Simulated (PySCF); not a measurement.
**CH3AlBr2 (SMILES [CH3][Al]([Br])[Br]): levels of theory compared**

Wanted: a comparison of 5 runs (HF/def2-SVP, TPSS/3-21G, TPSSh/pcseg-1, B3LYP/6-31G*) of CH3AlBr2. The job is set up through a Python script.

The calculation is run with PySCF 2.14.0.

### Step 1. Starting point

CH3AlBr2: 7 atoms, total charge 0, spin state singlet. SMILES: `[CH3][Al]([Br])[Br]`. The shape is that of a PBE0-D4/def2-TZVP optimisation.

Bond lengths: C1–Al2 1.930 Å, Al2–Br3 2.250 Å, Al2–Br4 2.250 Å, C1–H5 1.091 Å, C1–H6 1.094 Å, C1–H7 1.094 Å. Angles: C1–Al2–Br3 121.1°, C1–Al2–Br4 122.2°, Br3–Al2–Br4 116.7°, Al2–C1–H5 111.7°, Al2–C1–H6 110.3°, Al2–C1–H7 110.3°, H5–C1–H6 108.7°, H5–C1–H7 108.7°, H6–C1–H7 107.1°.

### Step 2. Energy and forces at HF/def2-SVP (run 1)

Input file job.py:

```python
import pyscf.grad
from pyscf import gto

mol = gto.Mole()
mol.atom = '''
C     -0.144600     0.970000    -0.125000
Al     0.136500    -0.927200     0.093900
Br     1.884800    -1.713400     1.272500
Br    -1.247800    -2.457200    -0.803500
H     -1.034300     1.180600    -0.720800
H     -0.254000     1.451800     0.850700
H      0.720600     1.427200    -0.613500
'''
mol.max_memory = 1860
mol.verbose = 3
mol.basis = 'def2-svp'
mol.build()

mf = mol.RHF()
mf.conv_tol = 1e-10
mf.kernel()
if not mf.converged:
    mf = mf.newton().run(mf.mo_coeff, mf.mo_occ)

e_final = mf.e_tot
print(f'total energy: {e_final:.8f} hartree')
grad = mf.Gradients().kernel()
dip = mf.dip_moment()
pop, q = mf.mulliken_pop()
```

Run with:

```sh
OMP_NUM_THREADS=1 python job.py
```

What it wrote:

```text
converged SCF energy = -5425.79051174553
total energy: -5425.79051175 hartree
[... 10 lines left out ...]
Dipole moment(X, Y, Z, Debye): -0.31503,  2.03399, -0.24401
[... 119 lines left out ...]
charge of    6H =      0.07194
```

It took 16 s on 1 thread of Intel Xeon at 2.70GHz, shared host; peak memory 0.26 GiB.

### Step 3. Energy and forces at TPSS/3-21G (run 2)

Input file calc.py:

```python
from pyscf import gto, dft

mol = gto.Mole()
mol.atom = '''
C     -0.144600     0.970000    -0.125000
Al     0.136500    -0.927200     0.093900
Br     1.884800    -1.713400     1.272500
Br    -1.247800    -2.457200    -0.803500
H     -1.034300     1.180600    -0.720800
H     -0.254000     1.451800     0.850700
H      0.720600     1.427200    -0.613500
'''
mol.verbose = 3
mol.basis = '3-21g'
mol.max_memory = 1860
mol.build()

myscf = dft.RKS(mol)
myscf.xc = 'tpss'
myscf.grids.level = 5
myscf.conv_tol = 1e-10
myscf.kernel()
if not myscf.converged:
    myscf = myscf.newton().run(myscf.mo_coeff, myscf.mo_occ)

etot = myscf.e_tot
print('E = %.10f Eh' % etot)
grad = myscf.nuc_grad_method().kernel()
myscf.analyze()
```

Run with:

```sh
OMP_NUM_THREADS=1 python calc.py
```

What it wrote:

```text
converged SCF energy = -5404.23522345979
[... 20 lines left out ...]
MO #9   energy= -55.137151125581   occ= 2
[... 8 lines left out ...]
MO #18  energy= -6.18583136570476  occ= 2
[... 8 lines left out ...]
MO #27  energy= -2.33608428867835  occ= 2
[... 8 lines left out ...]
MO #36  energy= -0.711531822531823 occ= 2
[... 8 lines left out ...]
MO #45  energy= -0.265154672216543 occ= 2
[... 8 lines left out ...]
MO #54  energy= 0.196870341156364  occ= 0
[... 8 lines left out ...]
MO #63  energy= 0.68574836542961   occ= 0
[... 8 lines left out ...]
MO #72  energy= 1.66627945166737   occ= 0
[... 8 lines left out ...]
Dipole moment(X, Y, Z, Debye): -0.33013,  2.23107, -0.25736
```

It took 30 s on 1 thread of Intel Xeon at 2.70GHz, shared host; peak memory 0.71 GiB.

Runs 3 to 4 aren't shown in full; the table further down has their settings and results.

### Step 4. Energy and gradient at B3LYP/6-31G(d) (Cartesian functions) (run 5)

Input file input.py:

```python
from pyscf import gto, dft

system = gto.M(
    atom=[
    ('C', (-0.144600, 0.970000, -0.125000)),
    ('Al', (0.136500, -0.927200, 0.093900)),
    ('Br', (1.884800, -1.713400, 1.272500)),
    ('Br', (-1.247800, -2.457200, -0.803500)),
    ('H', (-1.034300, 1.180600, -0.720800)),
    ('H', (-0.254000, 1.451800, 0.850700)),
    ('H', (0.720600, 1.427200, -0.613500)),
],
    cart=True,
    verbose=4,
    basis='6-31g*',
    charge=0,
    max_memory=1860,
)

myscf = dft.RKS(system)
myscf.xc = 'b3lyp'
myscf.grids.level = 5
myscf.conv_tol = 1e-10
myscf.kernel()
if not myscf.converged:
    myscf = myscf.newton().run(myscf.mo_coeff, myscf.mo_occ)

e_final = myscf.e_tot
print('E = %.10f Eh' % e_final)
grad = myscf.nuc_grad_method().kernel()
dip = myscf.dip_moment()
pop, q = myscf.mulliken_pop()
```

Run with:

```sh
OMP_NUM_THREADS=1 python input.py
```

What it wrote:

```text
PySCF version 2.14.0

[... 76 lines left out ...]
converged SCF energy = -5430.26141461088
[... 15 lines left out ...]
Dipole moment(X, Y, Z, Debye): -0.33002,  2.16781, -0.25620
[... 118 lines left out ...]
charge of    6H =      0.18911
```

Run time: 62 s. Hardware: 1 thread of Intel Xeon at 2.70GHz, shared host; peak memory 1.1 GiB.

### Step 5. Overview of the runs

```csv
run,level,integration grid,Cartesian functions,energy (Eh),dipole moment (D),HOMO energy (eV),LUMO energy (eV),wall time
1,HF/def2-SVP,–,no,-5425.790512,2.07,-11.25,1.80,16 s
2,TPSS/3-21G,5,no,-5404.235223,2.27,-7.08,-1.88,30 s
3,TPSSh/pcseg-1,5,no,-5430.030825,2.01,-7.83,-1.58,1.7 min
4,B3LYP/6-31G* (spherical functions),5,no,-5430.242113,2.22,-8.07,-1.32,54 s
5,B3LYP/6-31G* (Cartesian functions),5,yes,-5430.261415,2.21,-8.07,-1.32,62 s
```

### Step 6. Summary of results

```
                       quantity           value
            run 5: total energy  -5430.26141 Eh
           run 5: dipole moment          2.21 D
             run 5: HOMO energy        -8.07 eV
             run 5: LUMO energy        -1.32 eV
           run 5: HOMO–LUMO gap         6.75 eV
run 5: largest force on an atom      0.333 eV/Å
```

**Reading.** The dipole moment (its size) runs from 2.01 D (TPSSh/pcseg-1) to 2.27 D (TPSS/3-21G). The two ends differ in method and basis. The HOMO–LUMO gap runs from 5.20 eV (TPSS/3-21G) to 13.05 eV (HF/def2-SVP). Totals of different functionals can't be ranked against each other. All runs together took 4.4 min, the longest 1.7 min.
